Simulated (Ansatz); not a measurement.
# MnH4: from a guess to a relaxed structure

Where does this trial cell of MnH4 go when cell and atoms are let free?

Program: Ansatz 0.2.0. Level of theory: DFT PBE, scalar-relativistic, plane waves, PAW. These are calculated values, not measurements.

**1. The starting structure**

Symmetry: P4/mmm, No. 123, tetragonal system. Conventional cell: a = 3.756 Å, b = 3.756 Å, c = 14.000 Å, α = 90.00°, β = 90.00°, γ = 90.00°. Mn (site symmetry 4/mmm) has 8 H at 2.00 Å as nearest neighbours. Around H (site symmetry m2m) lie 3 H at 1.39 to 1.67 Å and 2 Mn at 2.00 Å.

Coordinates:

```xyz
5
Lattice="3.7556 0.0000 0.0000 0.0000 3.7556 0.0000 0.0000 0.0000 14.0000" Properties=species:S:1:pos:R:3 pbc="T T F"
Mn    0.0000    0.0000    7.0000
H     3.0618    1.8778    7.0000
H     0.6938    1.8778    7.0000
H     1.8778    0.6938    7.0000
H     1.8778    3.0618    7.0000
```

Recipe of the guess: random sheet by layer group and Wyckoff sites. The dimensions are guesses.

Only a and b are periodic; c spans vacuum, so the box's volume, pressure and space group aren't properties of the sheet.

**2. A first look at the guess**

The input, input.yaml:

```yaml
crystal:
  lattice:
    - [3.7556, 0.0, 0.0]
    - [0.0, 3.7556, 0.0]
    - [0.0, 0.0, 14.0]
  atoms:
    - { symbol: Mn, position: [0.0, 0.0, 0.5], spin: 4.0 }
    - { symbol: H, position: [0.81526195, 0.5, 0.5] }
    - { symbol: H, position: [0.18473805, 0.5, 0.5] }
    - { symbol: H, position: [0.5, 0.18473805, 0.5] }
    - { symbol: H, position: [0.5, 0.81526195, 0.5] }
  periodic: [true, true, false]
basis:
  ecutwfc: 420
kpoints:
  mp_grid: { grid: [4, 4, 1] }
hamiltonian:
  xc: pbe
scf:
  occupations: { method: gaussian, width: 0.1 }
  lower_state_search: "off"
output:
  forces: true
  stress: true
  eigenvalues: true
  populations: true
magnetization:
  spin_polarized: true
```

Command:

```console
ansatz run input.yaml --threads 1 --pin off --max-ram 2048MiB --backend cpu --events-out ev --progress --plain --runs-dir out
```

The session goes on with these runs: coarse relaxation; another rough relaxation; relaxation on the finer mesh.

What does the calculation give? Wanted: relaxed cell; area; thickness between outermost nuclei; energy over the elements; gap on the mesh; total moment.

The runs gave:

| quantity | value |
| --- | --- |
| symmetry at the end (tolerance 0.05 Å) | layer group p4/mmm (No. 61) |
| relaxed cell | a = 3.370 Å, b = 3.370 Å, γ = 90.0° |
| area | 2.27 Å²/atom |
| thickness between outermost nuclei | 0.00 Å |
| energy over the elements (uncorrected; H, N, O, F and Cl as molecules) | +0.72 eV/atom |
| gap on the mesh | none (metal) |
| total moment | 2.74 μB/cell |

What this shows: The layer group p4/mmm (No. 61) is kept, and the area per atom shrinks by 19.5 % from the first guess. The formation energy is positive, so the separate elements lie lower. No finished test with a distortion of lower symmetry is shown, so the end may be a saddle point. Other magnetic orders were not searched.
